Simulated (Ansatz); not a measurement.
# MoTe2: a single-point run

Aim: a sound single-point run of MoTe2. The structure is shown as the input types it. The cell is built on a prototype (fluorite) and needn't be the phase found in nature.

Computed with Ansatz 0.2.0 (density functional or hybrid calculation with the settings of its input, plane waves (as first typed), unless a step's input says otherwise).

6 further runs of the same task are left out: 1 for a known fault of the program, 5 that didn't finish.

## Step 1: Starting point

Symmetry: Fm-3m, No. 225, cubic system. The conventional cell has a = 6.630 Å, b = 6.630 Å, c = 6.630 Å, α = 90.00°, β = 90.00°, γ = 90.00°. Mo (site symmetry m-3m) has 8 Te at 2.87 Å as nearest neighbours. Te (site symmetry -43m) has 4 Mo at 2.87 Å as nearest neighbours.

As a file:

```cif
data_structure
_symmetry_space_group_name_H-M 'P 1'
_symmetry_Int_Tables_number 1
_cell_length_a 4.6879
_cell_length_b 4.6879
_cell_length_c 4.6879
_cell_angle_alpha 60.000
_cell_angle_beta 60.000
_cell_angle_gamma 60.000
_cell_volume 72.85
loop_
_atom_site_label
_atom_site_type_symbol
_atom_site_fract_x
_atom_site_fract_y
_atom_site_fract_z
_atom_site_occupancy
Mo1 Mo 0.00000 0.00000 0.00000 1
Te1 Te 0.25000 0.25000 0.25000 1
Te2 Te 0.75000 0.75000 0.75000 1
```

## Step 2: Running it

Input file input.yaml:

```yaml
crystal:
  lattice:
    - [0.0, 3.3148317929, 3.3148317929]
    - [3.3148317929, 0.0, 3.3148317929]
    - [3.3148317929, 3.3148317929, 0.0]
  atoms:
    - { symbol: Mo, position: [0.0, 0.0, 0.0] }
    - { symbol: Te, position: [0.25, 0.25, 0.25] }
    - { symbol: Te, position: [0.75, 0.75, 0.75] }
kpoints:
  mp_grid: { grid: [4, 4, 4] }
hamiltonian:
  xc: pbesol
scf:
  occupations: { method: fermi_dirac, width: 0.02 }
  n_extra_bands: 4
  mixing: { beta: 0.005 }
  max_iter: 60
output:
  forces: true
  stress: true
  eigenvalues: true
```

The run is started by

```bash
$ ansatz run input.yaml --threads 4 --pin off --max-ram 3686MiB --backend cpu --events-out ev --progress --plain --runs-dir out
```

Q: Will this input give a usable result? If not, why, and what should change?

The program finished normally. Convergence says nothing about whether the input makes sense.

In the input, scf.mixing.beta is 0.005. The risk: mixing too weak. Here it converged all the same; such a setting changes the road, not the converged state.

To check: delete scf.mixing.beta (the default then holds).
